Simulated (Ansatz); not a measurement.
Working through an equation of state with a fit of Re, space group P6_3/mmc

Program: the Ansatz DFT code, driven from Python.

Notebook, run cell by cell (the value of a cell's last expression is shown):

In [1]:
```python
import warnings

import ansatz as az
from ase.eos import EquationOfState
from ase.units import GPa
import numpy as np
```

In [2]:
```python
CUTOFF = 450
SMEARING = "cold"
KGRID = (12, 12, 7)
```

In [3]:
```python
VECTORS = np.array([
    [2.7608, 0.0, 0.0],
    [-1.3804, 2.390923, 0.0],
    [0.0, 0.0, 4.4582],
])
SITES = [
    ("Re", [1 / 3, 2 / 3, 0.25]),
    ("Re", [2 / 3, 1 / 3, 0.75]),
]
```

In [4]:
```python
def build(cell):
    crystal = az.Crystal(lattice=az.Lattice.of(cell))
    for symbol, position in SITES:
        crystal = crystal.atom(symbol, position)
    return crystal

warnings.simplefilter("ignore", az.DeckWarning)
```

In [5]:
```python
# scale the volume, keep shape and fractions
volumes, energies, pressures = [], [], []
for scale in np.linspace(0.92, 1.08, 7):
    cell = VECTORS * scale ** (1 / 3)
    base = (
        build(cell).calculation()
        .functional(az.Functional.PBE)
        .basis(CUTOFF)
        .occupations(SMEARING)
        .kpoints(*KGRID)
        .stress()
    )
    report = base.run(threads=1).report
    volumes.append(abs(np.linalg.det(cell)) / len(SITES))
    energies.append(report["free_energy_ev"] / len(SITES))
    pressures.append(np.trace(report["stress_gpa"]) / 3)
    print(f"V = {volumes[-1]:8.4f} A^3/atom  F = {energies[-1]:.5f} eV/atom  P = {pressures[-1]:8.3f} GPa")

eos = EquationOfState(volumes, energies, eos="sj")
v0, e0, bulk = eos.fit()
print(f"V0 = {v0:.4f} A^3/atom, E0 = {e0:.5f} eV/atom, B = {bulk / GPa:.1f} GPa")
eos.plot("eos.png")
```
```text
V =  13.5369 A^3/atom  F = -10867.89669 eV/atom  P =   45.259 GPa
V =  13.9292 A^3/atom  F = -10867.98874 eV/atom  P =   30.269 GPa
V =  14.3216 A^3/atom  F = -10868.04658 eV/atom  P =   17.281 GPa
V =  14.7140 A^3/atom  F = -10868.07479 eV/atom  P =    6.027 GPa
V =  15.1064 A^3/atom  F = -10868.07733 eV/atom  P =   -3.723 GPa
V =  15.4987 A^3/atom  F = -10868.05763 eV/atom  P =  -12.162 GPa
V =  15.8911 A^3/atom  F = -10868.01870 eV/atom  P =  -19.459 GPa
V0 = 14.9499 A^3/atom, E0 = -10868.07916 eV/atom, B = 365.7 GPa
```
Out [5]:
```text
<Axes: title={'center': 'sj: E: -10868.079 eV, V: 14.950 Å$^3$, B: 365.695 GPa'}, xlabel='volume [Å$^3$]', ylabel='energy [eV]'>
```

A third-order Birch-Murnaghan fit through the 7 points has its minimum at 14.95 Å³ an atom, 1.6 % above the typed cell, with a bulk modulus of 366 GPa and dB/dP = 4.4. From that minimum the energy rises by 182.5 meV an atom on the compressed side and 60.5 meV on the expanded side.

Notes:
- Total energies depend on the potentials; only differences at equal settings carry meaning.
- The run is spin-unpolarised.
- Shape and fractional positions are held along the curve, so the bulk modulus is an upper value where they are free to relax, by a factor of two or more in layered or hydrogen-bonded cells.
- Pressure is positive in compression.
- Spin-orbit coupling, which matters for elements this heavy, is left out.
- At these settings the cell as given stands under about 6 GPa, so it isn't at this functional's equilibrium volume.
- It ran for 13 s on 1 thread of Arm Neoverse V2 (shared host), peak memory 0.36 GiB.
